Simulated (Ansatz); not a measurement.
# CH3O2Si+ (SMILES O=[C+]O[SiH3]): functionals against CCSD(T) at one geometry

The task here is to estimate one member of a computed series from the others.

Method: single points in def2-TZVPP; program: Ansatz 0.2.0, Gaussian basis.

Cores are frozen in the correlated methods.

1 further run of the same task is left out (it didn't finish).

## Where the work starts

SMILES `O=[C+]O[SiH3]`, 7 atoms, charge 1, spin multiplicity 1.

Atoms are counted from 1 here; the program's logs count them from 0.

Bond lengths: O1–C2 1.136 Å, C2–O3 1.131 Å, O3–Si4 1.965 Å, Si4–H5 1.441 Å, Si4–H6 1.526 Å, Si4–H7 1.516 Å. Angles: O1–C2–O3 172.4°, C2–O3–Si4 167.4°, O3–Si4–H5 97.6°, O3–Si4–H6 98.0°, O3–Si4–H7 93.9°, H5–Si4–H6 121.7°, H5–Si4–H7 109.1°, H6–Si4–H7 125.3°.

Coordinates:

| atom | x (Å) | y (Å) | z (Å) |
| --- | --- | --- | --- |
| O1 | 1.0565 | -2.3367 | 1.4607 |
| C2 | 0.7595 | -1.4206 | 0.8582 |
| O3 | 0.4081 | -0.4548 | 0.3861 |
| Si4 | -0.4991 | 0.9710 | -0.6164 |
| H5 | 0.6795 | 1.6543 | -1.0864 |
| H6 | -1.3465 | 1.5268 | 0.5241 |
| H7 | -0.9955 | 0.0342 | -1.7002 |

The first run:

The input, run/in.yaml:

```yaml
crystal:
  periodic: [false, false, false]
  atoms:
    - {symbol: O, position_ang: [1.056482, -2.336703, 1.460654]}
    - {symbol: C, position_ang: [0.759477, -1.420579, 0.858250]}
    - {symbol: O, position_ang: [0.408088, -0.454777, 0.386071]}
    - {symbol: Si, position_ang: [-0.499090, 0.971000, -0.616429]}
    - {symbol: H, position_ang: [0.679459, 1.654314, -1.086394]}
    - {symbol: H, position_ang: [-1.346543, 1.526813, 0.524115]}
    - {symbol: H, position_ang: [-0.995483, 0.034186, -1.700218]}
basis:
  gaussian: {orbitals: def2-TZVPP}
total_charge: 1
hamiltonian: {xc: pbe, dispersion: d4}
output: {forces: true}
```

Launch:

```
$ ansatz run in.yaml --threads 2 --pin off --events-out ev --progress --plain --max-ram 3481MiB
```

Steps of the session up to this table: PBE-D4/def2-TZVPP; r2SCAN-D4/def2-TZVPP; PBE0-D4/def2-TZVPP; wB97M-V/def2-TZVPP; CCSD(T)/def2-TZVPP.

One table of the session follows, with a row left open; its other results are not shown here.

| method | RMS force component (eV/Å) | angle to CCSD(T) forces (°) |
| --- | --- | --- |
| PBE-D4 | ? | ? |
| r2SCAN-D4 | 1.801 | 3.1 |
| PBE0-D4 | 1.765 | 8.3 |
| wB97M-V | 1.830 | 7.8 |
| CCSD(T) | 1.902 | reference |

Estimate the missing values for PBE-D4.

**Answer.** RMS force component (eV/Å): 1.929; angle to CCSD(T) forces (°): 6.8. In the column «RMS force component (eV/Å)» it is the highest.
